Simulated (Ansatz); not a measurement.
# Cu2As: the cost of one run

Computed with the Python package of Ansatz 0.2.0. Level of theory: DFT r2SCAN, plane waves, PAW.

### Step 1. The structure

Cu2As P4/nmm: Symmetry: P4/nmm, No. 129, tetragonal system. The conventional cell has a = 3.788 Å, b = 3.788 Å, c = 5.942 Å, α = 90.00°, β = 90.00°, γ = 90.00°. Cu (site symmetry -4m2) has 4 As at 2.56 Å and 8 Cu at 2.61 to 2.68 Å as nearest neighbours. Around Cu (site symmetry 4mm) lie 5 As at 2.41 to 2.68 Å and 4 Cu at 2.61 Å. As (site symmetry 4mm) has 9 Cu at 2.41 to 2.68 Å as nearest neighbours.

Cu Fm-3m: It takes space group Fm-3m (No. 225, cubic). The conventional cell has a = 3.615 Å, b = 3.615 Å, c = 3.615 Å, α = 90.00°, β = 90.00°, γ = 90.00°. Cu (site symmetry m-3m) is surrounded by 12 Cu at 2.56 Å.

As R-3m: It takes space group R-3m (No. 166, trigonal). Conventional cell: a = 3.762 Å, b = 3.762 Å, c = 10.542 Å, α = 90.00°, β = 90.00°, γ = 120.00°. As (site symmetry 3m) is surrounded by 3 As at 2.51 Å.

No structure file is read: the coordinates are typed or built in the script.

### Step 2. The code

File cu2as.py:

```python
"""Formation energy of Cu2As from the elements, after relaxing cells and atoms."""

from collections import Counter
import warnings

import ansatz as az
import numpy as np

XC = "r2SCAN"
SCF_TOL = 1e-08
EXTRA_BANDS = 8
ECUT = 600
K_SPACING = 0.3
SMEARING = "fermi_dirac"
WIDTH_EV = 0.05

PHASES = {
    "Cu2As": (
        [[3.788, 0.0, 0.0], [0.0, 3.788, 0.0], [0.0, 0.0, 5.942]],
        [
            ("Cu", [0.0, 0.0, 0.0]),
            ("Cu", [0.5, 0.5, 0.0]),
            ("Cu", [0.0, 0.5, 0.303]),
            ("Cu", [0.5, 0.0, 0.697]),
            ("As", [0.0, 0.5, 0.709]),
            ("As", [0.5, 0.0, 0.291]),
        ],
    ),
    "Cu": (
        [[0.0, 1.8075, 1.8075], [1.8075, 0.0, 1.8075], [1.8075, 1.8075, 0.0]],
        [
            ("Cu", [0.0, 0.0, 0.0]),
        ],
    ),
    "As": (
        [[1.880797, 1.085879, 3.514062], [-1.880797, 1.085879, 3.514062], [0.0, -2.171757, 3.514062]],
        [
            ("As", [0.774, 0.774, 0.774]),
            ("As", [0.226, 0.226, 0.226]),
        ],
    ),
}


def build(vectors, sites):
    crystal = az.Crystal(lattice=az.Lattice.of(vectors))
    for symbol, position in sites:
        crystal = crystal.atom(symbol, position)
    return crystal


def run_phase(name, crystal):
    calc = (
        crystal.calculation()
        .functional(XC)
        .scf(tolerance=SCF_TOL, extra_bands=EXTRA_BANDS)
        .basis(ECUT)
        .kpoints(spacing=K_SPACING)
        .occupations(SMEARING, width=WIDTH_EV)
        .stress()
    )
    calc = calc.relax(force_tolerance=0.02, cell=True)
    return calc.run(threads=1)


def counts(outcome):
    return Counter(site.symbol for site in outcome.lattice.sites)

def formation_energy(outcome, mu):
    n = counts(outcome)
    return (outcome.report["energy_sigma0_ev"] - sum(k * mu[element] for element, k in n.items())) / sum(n.values())


def volume_per_atom(outcome):
    return abs(np.linalg.det(outcome.lattice.cell_ang)) / len(outcome.lattice.sites)


def main() -> None:
    warnings.simplefilter("ignore", az.DeckWarning)

    phases = {name: build(*cell) for name, cell in PHASES.items()}

    done = {name: run_phase(name, crystal) for name, crystal in phases.items()}

    # chemical potentials of the elements at zero temperature
    references = {"Cu": "Cu", "As": "As"}
    mu = {element: done[name].report["energy_sigma0_ev"] / len(done[name].lattice.sites) for element, name in references.items()}

    target = done["Cu2As"]
    heat = formation_energy(target, mu)
    n = counts(target)
    print("cell content:", dict(n), " volume", round(volume_per_atom(target), 3), "A^3/atom")
    print("formation energy", round(heat, 4), "eV/atom,", round(heat * sum(n.values()), 4), "eV per cell")
    print("bound against the elements" if heat < 0 else "unbound against the elements")


if __name__ == "__main__":
    main()
```

### Step 3. The calls as engine input

The engine receives this input (first run):

```yaml
crystal:
  lattice:
    - [3.788, 0.0, 0.0]
    - [0.0, 3.788, 0.0]
    - [0.0, 0.0, 5.942]
  atoms:
    - { symbol: Cu, position: [0.0, 0.0, 0.0] }
    - { symbol: Cu, position: [0.5, 0.5, 0.0] }
    - { symbol: Cu, position: [0.0, 0.5, 0.303] }
    - { symbol: Cu, position: [0.5, 0.0, 0.697] }
    - { symbol: As, position: [0.0, 0.5, 0.709] }
    - { symbol: As, position: [0.5, 0.0, 0.291] }
basis:
  ecutwfc: 600.0
kpoints:
  mp_grid:
    kspacing: 0.3
hamiltonian:
  xc: r2scan
scf:
  n_extra_bands: 8
  convergence:
    dr2_threshold: 1.0e-08
  occupations:
    method: fermi_dirac
    width: 0.05
relax:
  f_tol: 0.02
  cell: {}
output:
  stress: true
```

### Step 4. Launch

Command:

```bash
python cu2as.py
```

**Question.** How long does this script take on 1 thread of AMD EPYC 9R14 (Zen 4), shared host, and how much memory does it need?

About 86 s, with a peak of 0.82 GiB.
